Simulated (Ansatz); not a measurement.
**BGeH5OSi: harmonic frequencies at the relaxed geometry**

The task is harmonic frequencies at the relaxed geometry, for BGeH5OSi.

Program: Ansatz 0.2.0, driven from Python. Level of theory: B3LYP/def2-SVP. These are calculated values, not measurements.

**1. Starting point**

Bond lengths: Si1–B2 1.880 Å, B2–O3 1.427 Å, B2–Ge4 2.081 Å, O3–Ge4 1.688 Å, Si1–H5 1.516 Å, Si1–H6 1.515 Å, Si1–H7 1.484 Å, Ge4–H8 1.556 Å, Ge4–H9 1.568 Å. Angles (14 of 16 angles, heavy atoms first): Si1–B2–O3 147.6°, Si1–B2–Ge4 142.4°, O3–B2–Ge4 53.7°, B2–O3–Ge4 83.4°, B2–Ge4–O3 42.9°, B2–Si1–H5 110.7°, B2–Si1–H6 111.1°, B2–Si1–H7 112.4°, B2–Ge4–H8 115.8°, B2–Ge4–H9 120.8°, O3–Ge4–H8 109.6°, O3–Ge4–H9 113.9°, H5–Si1–H6 106.3°, H5–Si1–H7 108.5°.

No structure file is read: the coordinates are typed or built in the script.

**2. The code**

The input, run_freq.py:

```python
# -*- coding: utf-8 -*-
'''Harmonic frequencies of BGeH5OSi at its relaxed geometry.'''

import itertools

import ansatz as az
from ase import Atoms
from ase.data import atomic_numbers, covalent_radii
from ase.thermochemistry import IdealGasThermo
import numpy as np

SETTINGS = {
    'basis': 'def2-SVP',
    'xc': 'b3lyp',
}

molecule = (
    az.Crystal.molecule()
    .atom('Si', (-0.415, 1.3552, -1.0176))
    .atom('B', (0.1925, -0.3211, -0.4204))
    .atom('O', (1.3, -1.133, -0.0327))
    .atom('Ge', (0.3038, -1.5288, 1.271))
    .atom('H', (-1.2529, 1.2067, -2.2721))
    .atom('H', (-1.3082, 2.0118, 0.0151))
    .atom('H', (0.7009, 2.2912, -1.3043))
    .atom('H', (-0.2234, -2.9829, 1.101))
    .atom('H', (0.7908, -0.9454, 2.643))
)

setup = (
    molecule.calculation()
    .basis(gaussian=SETTINGS['basis'])
    .functional(SETTINGS['xc'])
    .accuracy('medium')
    .scf(lower_state_search='light')
)
symbols = [site.symbol for site in molecule.cartesian_sites]
start = np.array([site.position_ang for site in molecule.cartesian_sites], dtype=float)
report = setup.relax(force_tolerance=0.003).run(threads=1, backend='cpu').report
end = np.array(report['positions_ang'])

# pairs closer than 1.2 times the sum of covalent radii, before or after
radius = [covalent_radii[atomic_numbers[s]] for s in symbols]
span = lambda where, i, j: np.linalg.norm(where[i] - where[j])
bonded = [(i, j) for i, j in itertools.combinations(range(len(symbols)), 2) if min(span(start, i, j), span(end, i, j)) < 1.2 * (radius[i] + radius[j])]
print('pair        before    after (A)')
for i, j in bonded:
    print(f'{symbols[i]}{i}-{symbols[j]}{j}'.ljust(10), f'{span(start, i, j):8.4f} {span(end, i, j):8.4f}')

# frequencies need a stationary point, so they are taken at the relaxed geometry
minimum = az.Crystal.molecule()
for symbol, place in zip(symbols, end):
    minimum = minimum.atom(symbol, place.tolist())
vibrating = (
    minimum.calculation()
    .basis(gaussian=SETTINGS['basis'])
    .functional(SETTINGS['xc'])
    .accuracy('medium')
    .scf(lower_state_search='light')
    .phonons(temperatures=(298.15, 498.15, 100))
)
vib = vibrating.run(threads=1, backend='cpu').report['vibrations']
sums = vib['harmonic_sums']
modes = [m['omega_inv_cm'] for m in sums['modes_at_gamma'] if m['rigid_motion'] == 'no']
for number, w in enumerate(modes, start=1):
    print(f'mode {number:2d} {w:9.1f} 1/cm {w / 8065.544 * 1000:8.2f} meV')
print('imaginary modes:', sum(w < 0 for w in modes), ' zero-point energy:', round(sums['zero_point_energy_ev'], 4), 'eV')
# rigid rotor and ideal gas, symmetry number taken as one
gas = IdealGasThermo(vib_energies=[w / 8065.544 for w in modes if w > 0], geometry='linear' if len(modes) == 3 * len(symbols) - 5 else 'nonlinear',
                     atoms=Atoms(symbols, positions=end), symmetrynumber=1, spin=0.0)
print(f'H(298 K) - E = {gas.get_enthalpy(298.15, verbose=False):.4f} eV')
print(f'S(298 K, 1 bar) = {96485.33 * gas.get_entropy(298.15, 1e5, verbose=False):.1f} J/(mol K) with symmetry number 1')
```

**3. The calls as engine input**

The engine receives this input (first run):

```yaml
crystal:
  periodic: [false, false, false]
  atoms:
    - { symbol: Si, position_ang: [-0.415, 1.3552, -1.0176] }
    - { symbol: B, position_ang: [0.1925, -0.3211, -0.4204] }
    - { symbol: O, position_ang: [1.3, -1.133, -0.0327] }
    - { symbol: Ge, position_ang: [0.3038, -1.5288, 1.271] }
    - { symbol: H, position_ang: [-1.2529, 1.2067, -2.2721] }
    - { symbol: H, position_ang: [-1.3082, 2.0118, 0.0151] }
    - { symbol: H, position_ang: [0.7009, 2.2912, -1.3043] }
    - { symbol: H, position_ang: [-0.2234, -2.9829, 1.101] }
    - { symbol: H, position_ang: [0.7908, -0.9454, 2.643] }
accuracy: medium
basis:
  gaussian:
    orbitals: def2-SVP
hamiltonian:
  xc: b3lyp
scf:
  lower_state_search: light
relax:
  f_tol: 0.003
```

**4. Launch**

Started as:

```bash
python run_freq.py
```

The program printed:

```text
pair        before    after (A)
Si0-B1       1.8803   2.0173
Si0-H4       1.5159   1.4911
Si0-H5       1.5151   1.4911
Si0-H6       1.4844   1.4921
B1-O2        1.4269   1.2691
B1-Ge3       2.0813   2.1330
O2-Ge3       1.6878   2.1195
Ge3-H7       1.5560   1.5559
Ge3-H8       1.5684   1.5559
mode  1      80.5 1/cm     9.98 meV
mode  2     107.0 1/cm    13.26 meV
mode  3     189.6 1/cm    23.51 meV
mode  4     232.2 1/cm    28.79 meV
mode  5     352.0 1/cm    43.64 meV
mode  6     375.3 1/cm    46.53 meV
mode  7     526.3 1/cm    65.25 meV
mode  8     565.9 1/cm    70.16 meV
mode  9     573.1 1/cm    71.05 meV
mode 10     615.9 1/cm    76.36 meV
mode 11     722.4 1/cm    89.56 meV
mode 12     885.1 1/cm   109.74 meV
mode 13     902.5 1/cm   111.89 meV
mode 14     940.1 1/cm   116.55 meV
mode 15     941.7 1/cm   116.76 meV
mode 16    1648.5 1/cm   204.38 meV
mode 17    2051.4 1/cm   254.34 meV
mode 18    2074.0 1/cm   257.14 meV
mode 19    2220.3 1/cm   275.29 meV
mode 20    2231.4 1/cm   276.65 meV
mode 21    2232.2 1/cm   276.76 meV
imaginary modes: 0  zero-point energy: 1.2688 eV
H(298 K) - E = 1.4886 eV
S(298 K, 1 bar) = 352.6 J/(mol K) with symmetry number 1
```

Wall time 3.7 min (1 thread of Intel Xeon Platinum 8488C (Sapphire Rapids), shared host); peak memory 0.36 GiB.

**5. Inputs of later runs**

The engine's inputs for the other runs:

Run 2, against run 1:

```diff
@@ -4,9 +4,9 @@
-    - { symbol: Si, position_ang: [-0.415, 1.3552, -1.0176] }
-    - { symbol: B, position_ang: [0.1925, -0.3211, -0.4204] }
-    - { symbol: O, position_ang: [1.3, -1.133, -0.0327] }
-    - { symbol: Ge, position_ang: [0.3038, -1.5288, 1.271] }
-    - { symbol: H, position_ang: [-1.2529, 1.2067, -2.2721] }
-    - { symbol: H, position_ang: [-1.3082, 2.0118, 0.0151] }
-    - { symbol: H, position_ang: [0.7009, 2.2912, -1.3043] }
-    - { symbol: H, position_ang: [-0.2234, -2.9829, 1.101] }
-    - { symbol: H, position_ang: [0.7908, -0.9454, 2.643] }
+    - { symbol: Si, position_ang: [-0.41204747535647257, 1.457132762656092, -1.079229438289425] }
+    - { symbol: B, position_ang: [0.44305572119284115, -0.061819792806783624, -0.06381615550406193] }
+    - { symbol: O, position_ang: [1.4809800587764432, -0.7341188935369074, 0.2215342412486374] }
+    - { symbol: Ge, position_ang: [-0.12176773165629946, -1.5902934706424054, 1.3125810549281125] }
+    - { symbol: H, position_ang: [-1.4862131850343365, 0.8893859308236937, -1.943681413194159] }
+    - { symbol: H, position_ang: [-1.0262936438820451, 2.3880892737242037, -0.08956008600323934] }
+    - { symbol: H, position_ang: [0.5729487313930177, 2.196651193987084, -1.9213225598642598] }
+    - { symbol: H, position_ang: [0.08478281272274718, -3.0559606317943073, 0.8330591896140073] }
+    - { symbol: H, position_ang: [0.5530547118441038, -1.5353663724106688, 2.7134351670643873] }
@@ -21,2 +21,5 @@
-relax:
-  f_tol: 0.003
+phonons:
+  temperatures:
+    t_min: 298.15
+    t_max: 498.15
+    t_step: 100.0
```

Lines on the test bed's own set-up are left out of the output.

A comment line of the script is reworded here; the code is as run.

**6. The runs side by side**

The 2 runs, in the order started:

```tsv
run	kind of run	energy from run 2 (eV)	SCF cycles in all	CPU time (s)
1	relaxation	0.0000	146	80
2	phonons	0.0000	296	140
```

**7. How the relaxation of run 1 went**

The steps of the relaxation:

| step | E - E(step 1) (eV) | largest force component (eV/Å) |
| --- | --- | --- |
| 1 | 0.0000 | 5.5703 |
| 2 | -0.9860 | 2.9055 |
| 3 | -1.4775 | 1.4599 |
| 4 | -1.6053 | 0.6922 |
| 5 | -1.6561 | 0.2606 |
| 6 | -1.6678 | 0.1288 |
| 7 | -1.6712 | 0.2019 |
| 8 | -1.6728 | 0.0436 |
| 9 | -1.6736 | 0.0332 |
| 10 | -1.6750 | 0.0259 |
| 11 | -1.6758 | 0.0876 |
| 12 | -1.6763 | 0.0361 |
| 13 | -1.6759 | 0.1591 |
| 14 | -1.6764 | 0.0054 |
| 15 | -1.6765 | 0.0085 |
| 16 | -1.6765 | 0.0059 |
| 17 | -1.6765 | 0.0042 |
| 18 | -1.6765 | 0.0024 |

Step 1 is the start. Step 13 was tried and not accepted.

Before: Bond lengths: Si1–B2 1.880 Å, B2–O3 1.427 Å, B2–Ge4 2.081 Å, O3–Ge4 1.688 Å, Si1–H5 1.516 Å, Si1–H6 1.515 Å, Si1–H7 1.484 Å, Ge4–H8 1.556 Å, Ge4–H9 1.568 Å. Angles (14 of 16 angles, heavy atoms first): Si1–B2–O3 147.6°, Si1–B2–Ge4 142.4°, O3–B2–Ge4 53.7°, B2–O3–Ge4 83.4°, B2–Ge4–O3 42.9°, B2–Si1–H5 110.7°, B2–Si1–H6 111.1°, B2–Si1–H7 112.4°, B2–Ge4–H8 115.8°, B2–Ge4–H9 120.8°, O3–Ge4–H8 109.6°, O3–Ge4–H9 113.9°, H5–Si1–H6 106.3°, H5–Si1–H7 108.5°.

After: Bond lengths: Si1–B2 2.017 Å, B2–O3 1.269 Å, B2–Ge4 2.133 Å, O3–Ge4 2.119 Å, Si1–H5 1.491 Å, Si1–H6 1.491 Å, Si1–H7 1.492 Å, Ge4–H8 1.556 Å, Ge4–H9 1.556 Å. Angles (14 of 16 angles, heavy atoms first): Si1–B2–O3 149.2°, Si1–B2–Ge4 138.8°, O3–B2–Ge4 72.1°, B2–O3–Ge4 73.2°, B2–Ge4–O3 34.7°, B2–Si1–H5 108.1°, B2–Si1–H6 108.1°, B2–Si1–H7 112.2°, B2–Ge4–H8 116.2°, B2–Ge4–H9 116.2°, O3–Ge4–H8 97.0°, O3–Ge4–H9 97.0°, H5–Si1–H6 109.0°, H5–Si1–H7 109.7°.

**8. Harmonic frequencies**

Frequencies (cm⁻¹; negative: imaginary): 81, 107, 190, 232, 352, 375, 526, 566, 573, 616, 722, 885, 902, 940, 942, 1648, 2051, 2074, 2220, 2231, 2232.

**9. What came out**

| quantity | value |
| --- | --- |
| runs compared | 2 |
| moves of the relaxation of run 1 | 16 |
| energy gained in run 1 | 1.677 eV |
| last largest force component of run 1 | 0.0024 eV/Å |
| highest frequency | 2232 cm⁻¹ |
| imaginary modes | 0 |
| zero-point energy | 1.269 eV |

**Reading.** Run 1: After 16 moves the largest shift is 0.640 Å, of atom 9 (H). All frequencies are real, so the geometry is a minimum. The values are harmonic; measured fundamentals also hold anharmonic shifts, mostly downward for stretches. Reading the output:
- The frequencies are harmonic and unscaled, in a modest basis. The result belongs to the one conformer reached from this start, and soft torsions count as harmonic oscillators.
- b3lyp holds the VWN-RPA fit, as in Gaussian; the form of ORCA and Turbomole is b3lyp5.
- The entropy takes a symmetry number of 1; a symmetric molecule's is lower by R ln(sigma).
